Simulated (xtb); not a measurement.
# CH3Cl3OSi (Si(OMe)Cl3): GFN2-xTB

Aim: a structure relaxation of CH3Cl3OSi (Si(OMe)Cl3). 

The calculation is run with xtb 6.7.1.

1 further run of the same task is left out (set aside as unsound or not needed).

### Step 1. The structure to begin with

CH3Cl3OSi: 9 atoms, total charge 0, spin state singlet. As SMILES, `CO[Si](Cl)(Cl)Cl`. The shape is that of a GFN2-xTB optimisation. The run starts from this shape.

Bond lengths: Si1–O2 1.612 Å, O2–C3 1.410 Å, Si1–Cl7 2.018 Å, Si1–Cl8 1.993 Å, Si1–Cl9 2.017 Å, C3–H4 1.091 Å, C3–H5 1.089 Å, C3–H6 1.091 Å. Some angles: Si1–O2–C3 131.5°, O2–Si1–Cl7 110.8°, O2–Si1–Cl8 102.4°, O2–Si1–Cl9 110.8°, Cl7–Si1–Cl8 112.2°, Cl7–Si1–Cl9 108.7°, Cl8–Si1–Cl9 111.8°, O2–C3–H4 110.5°, O2–C3–H5 107.2°, O2–C3–H6 110.3°.

### Step 2. A structure relaxation at GFN2-xTB

Input file .CHRG:

```
0
```

Input file .UHF:

```
0
```

Input file struc.xyz:

```xyz
9
CH3Cl3OSi
Si    -0.35328     0.55948    -1.12670
O     -0.27312     0.42233     0.47780
C      0.34098    -0.54127     1.30319
H     -0.07133    -1.53138     1.10596
H      0.13902    -0.25765     2.33462
H      1.41792    -0.55753     1.12848
Cl     1.49488     0.64634    -1.93215
Cl    -1.35666     2.26592    -1.35935
Cl    -1.33842    -1.00623    -1.93187
```

On the command line:

```sh
xtb struc.xyz --opt vtight > out.txt 2> xtb.err
```

Q: Predict the results. Wanted: total energy at the end; dipole moment; HOMO energy; LUMO energy; HOMO–LUMO gap; dispersion energy; mean polarisability.

**Answer.** As computed:

Level: GFN2-xTB.

```
                      quantity          value
       total energy at the end   -23.27979 Eh
                 dipole moment         2.59 D
                   HOMO energy      -12.17 eV
                   LUMO energy       -4.93 eV
                 HOMO–LUMO gap        7.23 eV
             dispersion energy  -23.29 kJ/mol
mean polarisability (D4 model)     90.0 bohr³
```

What this shows: At the final geometry: Bond lengths: Si1–O2 1.612 Å, O2–C3 1.409 Å, Si1–Cl7 2.018 Å, Si1–Cl8 1.993 Å, Si1–Cl9 2.018 Å, C3–H4 1.091 Å, C3–H5 1.089 Å, C3–H6 1.091 Å. Some angles: Si1–O2–C3 131.5°, O2–Si1–Cl7 110.8°, O2–Si1–Cl8 102.4°, O2–Si1–Cl9 110.8°, Cl7–Si1–Cl8 112.0°, Cl7–Si1–Cl9 108.7°, Cl8–Si1–Cl9 112.0°, O2–C3–H4 110.4°, O2–C3–H5 107.2°, O2–C3–H6 110.4°. The optimisation took 19 steps and changed the energy by -0.000 eV.
